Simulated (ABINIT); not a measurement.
PPd2:

```
P Pd
1.0
     3.78878    0.00000    0.00000
    -1.89439    3.28118    0.00000
     0.00000    0.00000    3.89827
P Pd
1 2
Direct
  0.00000 0.00000 0.00000
  0.33333 0.66667 0.00000
  0.66667 0.33333 0.00000
```

The cell was built by a generator and needn't be a form met in nature.

Base run:

| Item | Value |
| --- | --- |
| Program | ABINIT 10.8.3 (patched build) |
| Functional | PBEsol |
| Potentials or basis | PseudoDojo NC SR PBEsol v0.4.1 standard |
| Cutoff | 1007 eV |
| k mesh | 8 × 8 × 8, shifted |
| Occupations | fermi-dirac, width 0.05 eV |
| Spin | no spin polarisation |

Its results: pressure 90.7 GPa.

**Question.** The run is repeated on the same cell with these changes: k mesh from 8 × 8 × 8, shifted to 6 × 6 × 5. What comes out?

**Answer.** Pressure 90.2 GPa.

Caveats: a pressure of tens of GPa on the cell as given is suspect, and the run, the potentials or the cell itself is likely at fault; this functional lacks dispersion, which binds the layers, so the pressure and a relaxed spacing across them are unreliable.
